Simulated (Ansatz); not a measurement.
Br₂Si, SMILES Br[Si]Br, a relaxed scan of one distance

Computed with the Ansatz DFT code, driven from Python.

The script reads `br2si.xyz`:
```text
3

Br    0.96880    1.40500    0.67420
Si   -0.71540    0.34400   -0.35130
Br   -0.26430   -1.81380   -0.33620
```

Notebook, run cell by cell (the value of a cell's last expression is shown):

In [1]:
```python
import ansatz as az
import numpy as np
```

In [2]:
```python
config = {
    "basis_set": "def2-SVP",
    "xc": "pbe0",
}
```

In [3]:
```python
br2si = az.Crystal.molecule_from_extxyz("br2si.xyz")
```

In [4]:
```python
model = (
    br2si.calculation()
    .basis(gaussian=config["basis_set"])
    .functional(config["xc"])
)
symbols = [site.symbol for site in br2si.cartesian_sites]
pairs = [(0, 1), (1, 2)]
print("held (A)   E (eV)        ", "  ".join(f"{symbols[i]}{i}-{symbols[j]}{j}" for i, j in pairs))
for length in [2.03, 2.2, 2.38, 2.65, 2.98]:
    r = model.relax(constraints=[az.DistanceConstraint((1, 2), at=length)], force_tolerance=0.02, max_steps=60).run().report
    xyz = np.array(r["positions_ang"])
    print(f"{length:6.2f} {r['free_energy_ev']:14.5f}  ", "  ".join(f"{np.linalg.norm(xyz[i] - xyz[j]):.3f}" for i, j in pairs))
```
```text
held (A)   E (eV)         Br0-Si1  Si1-Br2
DeckWarning: relax.constraints: the input's atoms, or those drawn, lie off the distances that are held; a relaxation that starts there is brought onto them ahead of its first SCF, by positions alone, [...]
  2.03  -147932.40066   2.281  2.030
  2.20  -147932.83427   2.262  2.200
  2.38  -147932.77347   2.244  2.380
  2.65  -147932.26735   2.221  2.650
  2.98  -147931.48905   2.202  2.980
```

Total energies depend on the basis set; only differences at equal settings carry meaning. Warnings are shown shortened and without file and line. The energies are electronic: no zero-point or thermal terms, and the basis set is short of its limit. Wall time of the script: 68 s on 1 thread of Arm Neoverse V1, on a shared host, peak memory 0.26 GiB.
